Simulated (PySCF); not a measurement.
**From one method to the next for NaGa**

What do other methods print for NaGa?

Computed with PySCF 2.14.0. Level: each script names its method and basis.

3 further runs of the same task are left out: 3 that didn't finish.

## 1. The system as given

NaGa: 2 atoms, charge 0, spin multiplicity 1.

Bond lengths: Na1–Ga2 2.780 Å.

## 2. The run that the others are compared with

input.py

```python
from pyscf import gto, scf, mp

mol = gto.M(
    atom='Na 0 0 0; Ga 0 0 2.78',
    basis='pcseg-1',
    charge=0,
    spin=0,
    symmetry=True,
    verbose=4,
)
mf = scf.RHF(mol)
mf.kernel()
mp.MP2(mf, frozen=10).kernel()
mf.dip_moment()
print('orbital energies (hartree):', mf.mo_energy[..., max(0, mol.nelec[1]-3):mol.nelec[0]+3].round(4))
```

The run is started by

```
$ OMP_NUM_THREADS=1 python input.py
```

Its log is not repeated here.

It gives: E(SCF) = -2084.785577 Eh, 8 cycles, E(MP2) − E(SCF) = -0.06237 Eh, μ = 3.74 D (of the SCF density).

The bond length is a typed value, not an optimised one.

## 3. Lda,vwn (RKS)

Run 1 changes functional: none (Hartree–Fock) → lda,vwn; SCF type: RHF → RKS; step after the SCF: mp2 → analyze.

input.py

```python
from pyscf import gto, dft

mol = gto.M(
    atom='Na 0 0 0; Ga 0 0 2.78',
    basis='pcseg-1',
    charge=0,
    spin=0,
    symmetry=True,
    verbose=4,
)
mf = dft.RKS(mol, xc='lda,vwn')
mf.kernel()
mf.analyze()
print('orbital energies (hartree):', mf.mo_energy[..., max(0, mol.nelec[1]-3):mol.nelec[0]+3].round(4))
```

The run is started by

```
$ OMP_NUM_THREADS=1 python input.py
```

## 4. MP2

Run 2 changes frozen orbitals: 10 → none.

input.py: that of step 2 with these lines changed.

```diff
@@ -12,3 +12,3 @@
 mf.kernel()
-mp.MP2(mf, frozen=10).kernel()
+mp.MP2(mf).kernel()
 mf.dip_moment()
```

## 5. B3lyp5 (RKS)

Run 3 changes functional: none (Hartree–Fock) → b3lyp5; SCF type: RHF → RKS; step after the SCF: mp2 → analyze.

input.py

```python
from pyscf import gto, dft

mol = gto.M(
    atom='Na 0 0 0; Ga 0 0 2.78',
    basis='pcseg-1',
    charge=0,
    spin=0,
    symmetry=True,
    verbose=4,
)
mf = dft.RKS(mol, xc='b3lyp5')
mf.kernel()
mf.analyze()
print('orbital energies (hartree):', mf.mo_energy[..., max(0, mol.nelec[1]-3):mol.nelec[0]+3].round(4))
```

## 6. R2scan (RKS)

Run 4 changes functional: none (Hartree–Fock) → r2scan; SCF type: RHF → RKS; step after the SCF: mp2 → analyze.

input.py

```python
from pyscf import gto, dft

mol = gto.M(
    atom='Na 0 0 0; Ga 0 0 2.78',
    basis='pcseg-1',
    charge=0,
    spin=0,
    symmetry=True,
    verbose=4,
)
mf = dft.RKS(mol, xc='r2scan')
mf.kernel()
mf.analyze()
print('orbital energies (hartree):', mf.mo_energy[..., max(0, mol.nelec[1]-3):mol.nelec[0]+3].round(4))
```

What does the calculation give? Wanted: for each run, E(SCF); from base; gap; SCF dipole; after the SCF.

**Answer**, as computed:

```
          run  E(SCF) (hartree)  from base (eV)  cycles  gap (eV)  SCF dipole (D)                           after the SCF
         base      -2084.785577               0       8      5.22            3.74  MP2 correlation -1.697 eV, core frozen
lda,vwn (RKS)      -2083.054720  not comparable       9      0.41            1.87                                     n/a
          MP2      -2084.785577          0.0000       8      5.22            3.74               MP2 correlation -1.888 eV
 b3lyp5 (RKS)      -2086.798560  not comparable       8      1.52            2.04                                     n/a
 r2scan (RKS)      -2086.828013  not comparable       8      0.72            2.60                                     n/a
```

The gap between the frontier levels is 0.4 eV with lda,vwn (0 % exact exchange) and 1.5 eV with b3lyp5 (20 %): exact exchange opens it. Total energies of different functionals can't be compared with each other; differences within one functional can.
